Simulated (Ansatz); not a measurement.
# Zr4BeNb3: the cost of one run

Program: Ansatz 0.2.0. Level of theory: DFT PBE, scalar-relativistic, plane waves, PAW, unless a step names another level. These are calculated values, not measurements.

12 further runs of the same task are left out: 2 that didn't finish, 10 set aside as unsound or not needed.

## (1) The formula and the candidates

Pauling electronegativities: Zr 1.33, Be 1.57, Nb 1.60 (spread 0.27). It is an alloy, so charge balance gives no guide. Tabulated atomic sizes suggest about 15 Å³/atom. 21 candidates were drawn, by swapping species into database cells of other compounds, at random by space group and Wyckoff sites, or by hand, as the table says:

```tsv
name	made from	space group no.	Wyckoff sites	atoms (primitive cell)	V (Å³/atom)
c01	random	191	Zr 4h; Be 1a; Nb 2d, 1b	8	19.1
c02	random	216	Zr 16e; Be 4a; Nb 4c, 4b, 4d	8	17.5
c03	random	216	Zr 16e; Be 4b; Nb 4d, 4c, 4a	8	15.7
c04	database cell of KNa3H4	221	Zr 1a, 3c; Be 1b; Nb 3d	8	16.1
c05	random	221	Zr 3d, 1a; Be 1b; Nb 3c	8	18.3
c06	random	123	Zr 2e, 1d, 1c; Be 1b; Nb 2g, 1a	8	16.8
c07	random	189	Zr 3f, 1a; Be 1b; Nb 3g	8	18.9
c08	random	221	Zr 3c, 1b; Be 1a; Nb 3d	8	16.4
c09	database cell of CrNi3Sb4	164	Zr 2d, 2d; Be 1b; Nb 1a, 2c	8	13.9
c10	random	166	Zr 3b, 9d; Be 3a; Nb 9e	8	17.7
c11	database cell of Tl3VSe4	217	Zr 8c; Be 2a; Nb 6b	8	16.6
c12	random	229	Zr 8c; Be 2a; Nb 6b	8	16.4
c13	random	221	Zr 3d, 1b; Be 1a; Nb 3c	8	16.4
c14	random	191	Zr 2d, 2e; Be 1b; Nb 2c, 1a	8	18.5
c15	database cell of Al4Ni3Pt	123	Zr 2g, 2g; Be 1c; Nb 2h, 1d	8	14.4
c16	random	139	Zr 8h; Be 2b; Nb 4d, 2a	8	18.0
c17	random	139	Zr 8f; Be 2b; Nb 4d, 2a	8	16.2
c18	database cell of CrFe3Sb4	164	Zr 2d, 2d; Be 1a; Nb 1b, 2c	8	13.3
c19	database cell of BaMg4Si3	123	Zr 4i; Be 1a; Nb 1b, 2h	8	18.8
c20	random	191	Zr 3f, 1b; Be 1a; Nb 3g	8	16.0
c21	database cell of Zn3CdSe4	215	Zr 4e; Be 1a; Nb 3c	8	16.5
```

## (2) Screening run of c06

input.yaml

```yaml
crystal:
  lattice:
    - [3.98231503, 0.0, 0.0]
    - [0.0, 3.98231503, 0.0]
    - [0.0, 0.0, 8.45022151]
  atoms:
    - { symbol: Zr, position: [0.0, 0.5, 0.5] }
    - { symbol: Zr, position: [0.5, 0.0, 0.5] }
    - { symbol: Zr, position: [0.5, 0.5, 0.5] }
    - { symbol: Zr, position: [0.5, 0.5, 0.0] }
    - { symbol: Be, position: [0.0, 0.0, 0.5] }
    - { symbol: Nb, position: [0.0, 0.0, 0.78930493] }
    - { symbol: Nb, position: [0.0, 0.0, 0.21069507] }
    - { symbol: Nb, position: [0.0, 0.0, 0.0] }
basis:
  ecutwfc: 420
kpoints:
  mp_grid: { grid: [4, 4, 2] }
hamiltonian:
  xc: pbe
scf:
  occupations: { method: gaussian, width: 0.2 }
  lower_state_search: "off"
output:
  forces: true
  stress: true
  eigenvalues: true
relax:
  adjacent_minimum: "off"
  f_tol: 0.08
  max_steps: 16
  cell: { stress_tol: 0.8 }
```

Started as:

```sh
> ansatz run input.yaml --threads 1 --pin off --max-ram 2560MiB --backend cpu --events-out ev --progress --plain --runs-dir out
```

**Question.** How long does this run take on 1 thread of Arm Neoverse V1, shared host, and how much memory does it need?

About 80 s, with a peak of 0.51 GiB.
